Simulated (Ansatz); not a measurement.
**RuH₂ (triplet): wave-function methods side by side, def2-QZVPP**

An exercise on one series of results from a longer session: the logs are not shown, and one member is left open.

Method: def2-QZVPP, core rule «outside noble gas», up to 4 orbitals frozen; program: Ansatz 0.2.0, Gaussian basis.

The runs, in order: UHF; ROHF; CCSD(T) on UHF.

2 further runs of the same task are left out: 2 set aside as unsound or not needed. Runs told in other sessions of the task aren't counted.

### The geometry

The geometry is a PBE0/def2-TZVP stationary point (not a proven minimum) of the parent state, kept for this charge and spin. No spin-orbit coupling is included. Elements past krypton take def2 core potentials.

3 atoms, charge 0, spin multiplicity 3.

Atoms are counted from 1 here; the program's logs count them from 0.

Bond lengths: Ru1–H2 1.550 Å, Ru1–H3 1.550 Å. Angles: H2–Ru1–H3 89.6°.

As a file:

```xyz
3

Ru    0.0000   -0.0215    0.0000
H     0.0000    1.0780   -1.0922
H     0.0000    1.0780    1.0922
```

The first run:

Input file in.yaml:

```yaml
crystal:
  periodic: [false, false, false]
  atoms:
    - {symbol: Ru, position_ang: [0.000000, -0.021500, 0.000000]}
    - {symbol: H, position_ang: [0.000000, 1.077959, -1.092234]}
    - {symbol: H, position_ang: [0.000000, 1.077953, 1.092239]}
basis:
  gaussian: {orbitals: "def2-QZVPP.json"}
magnetization: {spin_polarized: true, initial_magnetization: 2}
hamiltonian: {xc: hf}
output: {orbitals: {seedname: orbitals}}
```

On the command line:

```bash
$ ansatz run in.yaml --threads 1 --pin off --events-out ev --progress --plain --max-ram 4096MiB --backend cpu
```

Steps of the session up to this table: UHF; ROHF; CCSD(T) on UHF.

One of the session's tables, all rows but one given; the rest of the session is left out.

| method | from UCCSD(T) (meV) |
| --- | --- |
| ROHF | +8830.3 |
| UHF | ? |
| UMP2 | +625.1 |
| UCCSD | +431.8 |
| UCCSD(T) | 0 |

Estimate the missing values for UHF.

**Answer.** from UCCSD(T) (meV): +8562.9. In the column «from UCCSD(T) (meV)» it lies between UMP2 (+625.1) and ROHF (+8830.3).
